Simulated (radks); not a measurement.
# Si⁺ in [Ne] 3s1 3p1 4s1: an all-electron calculation

An exercise on one series of results from a longer session: the logs are not shown, and one member is left open.

The numbers are computed with radks (a radial shooting solver on a logarithmic mesh, Libxc functionals) version 1 (scalar-relativistic Kohn-Sham, HCTH/407, spin-polarised, spherical densities, finite nucleus; open shells are filled with parallel spins first), except any that are marked as measured or tabulated.

## The atom as given

| Quantity | Value |
| --- | --- |
| element | silicon (Z = 14) |
| charge | +1 |
| electrons | 13 |
| configuration | [Ne] 3s1 3p1 4s1 |
| nuclear rms radius | 3.1224 fm |

The outer shells:

Si⁺
```
[Ne] core
3s [↑ ]
3p [↑ ][  ][  ]
4s [↑ ]
```

The first run:

The run's settings:

```text
Z 14
configuration [Ne] 3s1 3p1 4s1 3d0 4p0 5s0 4f0
relativity scalar-relativistic
functional hcth_407
spin polarised
nucleus finite rms 3.1224 fm
c 137.035999084
```

One table of the session follows, with a row left open; its other results are not shown here.

It belongs to the step «Radial structure». From the orbitals of this run (lengths in bohr):

| level | <r> | outermost maximum (interpolated) | 90 % within | nodes |
| --- | --- | --- | --- | --- |
| 1s up | 0.1114 | 0.0727 | 0.199 | 0 |
| 1s down | 0.1114 | 0.0727 | 0.199 | 0 |
| 2s up | 0.5654 | 0.454 | 0.890 | 1 |
| 2s down | 0.5656 | 0.454 | 0.889 | 1 |
| 2p up | 0.5337 | 0.387 | 0.895 | 0 |
| 2p down | 0.5338 | 0.388 | 0.895 | 0 |
| 3s up | 1.947 | 1.70 | 2.89 | 2 |
| 3p up | ? | ? | ? | ? |
| 3d up | 3.273 | 2.44 | 5.26 | 0 |
| 4s up | 4.976 | 4.66 | 7.06 | 3 |
| 4p up | 5.777 | 5.30 | 8.39 | 2 |

Estimate the missing values for 3p up.

The run gave: <r>: 2.229; outermost maximum (interpolated): 1.89; 90 % within: 3.39; nodes: 1. In the column «<r>» it lies between 3s up (1.947) and 3d up (3.273).
